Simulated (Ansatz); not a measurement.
NbSi:

```
Nb Si
1.0
     0.00000    2.57383    2.57383
     2.57383    0.00000    2.57383
     2.57383    2.57383    0.00000
Nb Si
1 1
Cartesian
  0.0000 0.0000 0.0000
  2.5738 2.5738 2.5738
```

The cell was built by a generator and needn't be a form met in nature.

```yaml
Program: Ansatz 0.2.0
Task: relaxation of cell and atoms
Functional: PBEsol
Dispersion: D4
Potentials_or_basis: Ansatz PAW
Cutoff: "420 eV (not typed: the program's choice for these potentials)"
k_mesh: 9 × 9 × 9
Occupations: fermi-dirac, width 0.05 eV
Spin: no spin polarisation
```

At the start: volume 17.05 Å³/atom.

Q: How do energy, volume and symmetry change on relaxing?

A: It ends after 5 steps and the volume is 16.35 Å³/atom (-4.1 %); space group Fm-3m (No. 225, to 0.05 Å).

The path:
```tsv
step	energy change (eV)	largest force (eV/Å)	volume (Å³)
1	0.0000	0.0000	34.10
2	-0.0218	0.0000	32.04
3	-0.0288	0.0000	32.74
4	-0.0289	0.0000	32.70
5	-0.0287	0.0000	32.70
```

Final structure:
```cif
data_structure
_symmetry_space_group_name_H-M 'P 1'
_symmetry_Int_Tables_number 1
_cell_length_a 3.5896
_cell_length_b 3.5896
_cell_length_c 3.5896
_cell_angle_alpha 60.000
_cell_angle_beta 60.000
_cell_angle_gamma 60.000
_cell_volume 32.70
loop_
_atom_site_label
_atom_site_type_symbol
_atom_site_fract_x
_atom_site_fract_y
_atom_site_fract_z
_atom_site_occupancy
Nb1 Nb 0.00000 0.00000 0.00000 1
Si1 Si 0.50000 0.50000 0.50000 1
```

Caveat: the plane-wave basis is chosen anew once the cell has moved, so the energies of steps on either side of that aren't comparable; pairwise dispersion overbinds metals, which lowers pressure and volume; the PAW data sets come from PBE, with cores solved anew for the run's functional, which leaves a small shift of forces and pressure.
